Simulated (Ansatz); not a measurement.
# C2H6Cl2Sn: taking an electron away

One table from this session's results is given with a row withheld; the runs are named, their logs left out.

The runs use Ansatz 0.2.0, Gaussian basis; unrestricted cation, the program's frozen cores in correlated methods.

The runs, in order: UKS PBE-D4/def2-TZVPP; UKS r2SCAN-D4/def2-TZVPP; UKS PBE0-D4/def2-TZVPP; UKS B3LYP-D4/def2-TZVPP; UKS wB97X-V/def2-TZVPP; UKS wB97M-V/def2-TZVPP; UKS B2PLYP/def2-TZVPP; UHF-CCSD(T)/def2-TZVPP; UHF-MP2/def2-QZVPP; extrapolation to the limit; then −ε(HOMO) from the neutral's earlier runs with LDA (SPW92), PBE-D4, revPBE-D4, BLYP-D4, r2SCAN-D4, B97M-V, PBE0-D4, B3LYP-D4, r2SCANh-D4, r2SCAN0-D4, HSE06-D4, BHLYP-D4, CAM-B3LYP-D4, LC-ωPBE, ωB97X-V, ωB97M-V.

## Structure used throughout

An earlier PBE0-D4 in a triple-zeta def2 set relaxation fixed the geometry. Sn takes the def2 core potential; no spin-orbit term is included.

SMILES `[CH3][Sn]([CH3])([Cl])[Cl]`, 11 atoms, charge 0, spin multiplicity 1.

Atoms are counted from 1 here; the program's logs count them from 0.

Bond lengths: C1–Sn2 2.120 Å, C1–H6 1.090 Å, C1–H7 1.089 Å, C1–H8 1.090 Å, Sn2–C3 2.120 Å, Sn2–Cl4 2.334 Å, Sn2–Cl5 2.334 Å, C3–H9 1.089 Å, C3–H10 1.090 Å, C3–H11 1.090 Å. Angles: Sn2–C1–H6 109.6°, Sn2–C1–H7 108.3°, Sn2–C1–H8 109.6°, H6–C1–H7 109.7°, H6–C1–H8 110.0°, H7–C1–H8 109.7°, C1–Sn2–C3 121.7°, C1–Sn2–Cl4 107.1°, C1–Sn2–Cl5 107.1°, C3–Sn2–Cl4 107.1°, C3–Sn2–Cl5 107.1°, Cl4–Sn2–Cl5 105.8°, Sn2–C3–H9 108.3°, Sn2–C3–H10 109.6°, Sn2–C3–H11 109.6°, H9–C3–H10 109.7°, H9–C3–H11 109.7°, H10–C3–H11 110.0°.

Set-up of the first run:

in.yaml reads:

```yaml
crystal:
  periodic: [false, false, false]
  atoms:
    - {symbol: C, position_ang: [-1.850237, 0.321554, 0.276278]}
    - {symbol: Sn, position_ang: [0.155165, 0.386556, -0.409732]}
    - {symbol: C, position_ang: [1.635659, -0.926459, 0.352229]}
    - {symbol: Cl, position_ang: [0.098374, 0.087000, -2.724038]}
    - {symbol: Cl, position_ang: [0.926860, 2.562885, -0.067622]}
    - {symbol: H, position_ang: [-1.876683, 0.524007, 1.346747]}
    - {symbol: H, position_ang: [-2.417827, 1.083661, -0.255683]}
    - {symbol: H, position_ang: [-2.274118, -0.661480, 0.072425]}
    - {symbol: H, position_ang: [2.578453, -0.703182, -0.144998]}
    - {symbol: H, position_ang: [1.741427, -0.773805, 1.426056]}
    - {symbol: H, position_ang: [1.348327, -1.957837, 0.149038]}
basis:
  gaussian: {orbitals: def2-TZVPP}
total_charge: 1
magnetization: {spin_polarized: true, initial_magnetization: 1}
hamiltonian: {xc: pbe, dispersion: d4}
```

The run is started by

```console
$ ansatz run in.yaml --threads 2 --pin off --events-out ev --progress --plain --max-ram 32768MiB --backend cuda --devices 0, --max-vram 18GiB
```

Steps of the session up to this table: Cation, UKS PBE-D4/def2-TZVPP; Cation, UKS r2SCAN-D4/def2-TZVPP; Cation, UKS PBE0-D4/def2-TZVPP; Cation, UKS B3LYP-D4/def2-TZVPP; Cation, UKS wB97X-V/def2-TZVPP; Cation, UKS wB97M-V/def2-TZVPP; Cation, UKS B2PLYP (frozen core)/def2-TZVPP; Cation, UHF-CCSD(T)/def2-TZVPP; Cation, UHF-MP2/def2-QZVPP.

One of the session's tables, all rows but one given; the rest of the session is left out.

For comparison, −ε(HOMO) of the neutral from earlier runs:

```
  functional  −ε(HOMO) (eV)
 LDA (SPW92)           7.19
      PBE-D4           7.04
   revPBE-D4           6.99
     BLYP-D4           6.88
   r2SCAN-D4           7.35
      B97M-V           7.44
     PBE0-D4           8.32
    B3LYP-D4           8.07
  r2SCANh-D4              ?
  r2SCAN0-D4           8.51
    HSE06-D4           7.92
    BHLYP-D4           9.44
CAM-B3LYP-D4           9.63
     LC-ωPBE          11.00
     ωB97X-V          10.63
     ωB97M-V          10.48
```

**Question.** Estimate the row for r2SCANh-D4.

Worked estimate for «−ε(HOMO) (eV)». Against the share of exact exchange, r2SCAN-D4 (0, 7.35), r2SCAN0-D4 (0.25, 8.51) give a slope of 4.64 per unit share; at 0.1 the line stands at 7.81.

**Answer.** −ε(HOMO) (eV): 7.82. In «−ε(HOMO) (eV)» the line misses by -0.01.
